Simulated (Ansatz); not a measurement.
The same path of a periodic cell of 33 atoms, Al32C (host Al, host structure fcc, interstitial C) was run twice with different band settings. Lost on the way: Al6–C33, Al7–C33, Al18–C33, Al31–C33. Made: Al4–C33, Al5–C33, Al8–C33, Al23–C33.

These are results of DFT LDA, scalar-relativistic, plane waves, PAW (Ansatz 0.2.0), not measurements. Settings: cutoff 420 eV, k mesh 2x2x2, gaussian smearing 0.15 eV, no spin polarisation.

Relaxed end points:

```xyz
33
Lattice="8.1000 0.0000 0.0000 0.0000 8.1000 0.0000 0.0000 0.0000 8.1000" Properties=species:S:1:pos:R:3
Al 4.052 0.087 -0.001
Al 6.097 2.025 0.000
Al 6.111 0.037 2.062
Al -0.001 0.021 0.000
Al 2.004 2.025 0.000
Al 4.052 3.963 -0.001
Al 6.163 6.074 -0.001
Al 1.991 0.034 2.059
Al 4.050 2.025 2.046
Al 6.112 4.012 2.063
Al 4.050 0.021 4.050
Al 6.067 2.025 4.049
Al 6.112 0.038 6.037
Al -0.001 4.028 0.000
Al 1.939 6.074 -0.001
Al 0.002 2.024 2.015
Al 1.990 4.015 2.060
Al 4.052 6.074 2.112
Al 0.002 -0.010 4.049
Al 2.036 2.024 4.049
Al 4.051 4.028 4.050
Al 6.097 6.075 4.050
Al 1.990 0.035 6.040
Al 4.051 2.025 6.053
Al 6.113 4.011 6.036
Al -0.001 6.075 2.046
Al 0.002 4.059 4.049
Al 2.004 6.075 4.050
Al 0.002 2.024 6.084
Al 1.989 4.014 6.039
Al 4.052 6.074 5.988
Al -0.001 6.075 6.053
C 4.052 6.074 -0.001
```

```xyz
33
Lattice="8.1000 0.0000 0.0000 0.0000 8.1000 0.0000 0.0000 0.0000 8.1000" Properties=species:S:1:pos:R:3
Al 4.136 0.004 0.003
Al 6.075 2.049 0.002
Al 6.075 0.002 2.048
Al -0.088 0.003 0.003
Al 2.024 2.116 0.003
Al 4.071 4.049 0.001
Al 6.075 6.055 0.001
Al 2.024 0.003 2.115
Al 4.090 2.065 2.065
Al 6.074 4.053 2.018
Al 4.071 0.001 4.049
Al 6.074 2.019 4.053
Al 6.075 0.001 6.055
Al -0.022 4.049 0.001
Al 2.024 5.991 0.003
Al -0.042 2.067 2.067
Al 2.024 4.049 2.049
Al 4.085 6.039 2.059
Al -0.022 0.002 4.049
Al 2.024 2.049 4.049
Al 4.039 4.053 4.053
Al 6.074 6.089 4.053
Al 2.024 0.004 5.991
Al 4.086 2.059 6.039
Al 6.074 4.053 6.088
Al -0.037 6.038 2.061
Al 0.008 4.053 4.053
Al 2.025 6.055 4.049
Al -0.038 2.062 6.037
Al 2.025 4.049 6.055
Al 4.079 6.045 6.045
Al -0.030 6.043 6.043
C 2.023 8.105 0.005
```

Common settings: optimiser quadratic models (default); force threshold 0.05 eV/Å; end points relaxed.

| run | movable images | climbing image | spring | start path | iteration limit |
| --- | --- | --- | --- | --- | --- |
| 1 | 5 | yes | 2.0 eV/Å² | IDPP | 16 |
| 2 | 2 | no | 5.0 eV/Å² | default | 49 |

Problem. What does each run give, and how far can it be trusted?

Solution. Run 1: converged after 14 iterations, highest image 0.704 eV above the first end. The profile has 2 maxima (images 2, 4) with wells between them (image 3): this band takes more than one step, which may be the mechanism or a detour left from its start path. The order of the stationary point at the top wasn't checked.
Run 2: converged after 6 iterations, highest image 0.828 eV above the first end. No image climbed, so the highest image needn't sit at the top of the path.
Limits of this set-up: coarse k mesh.
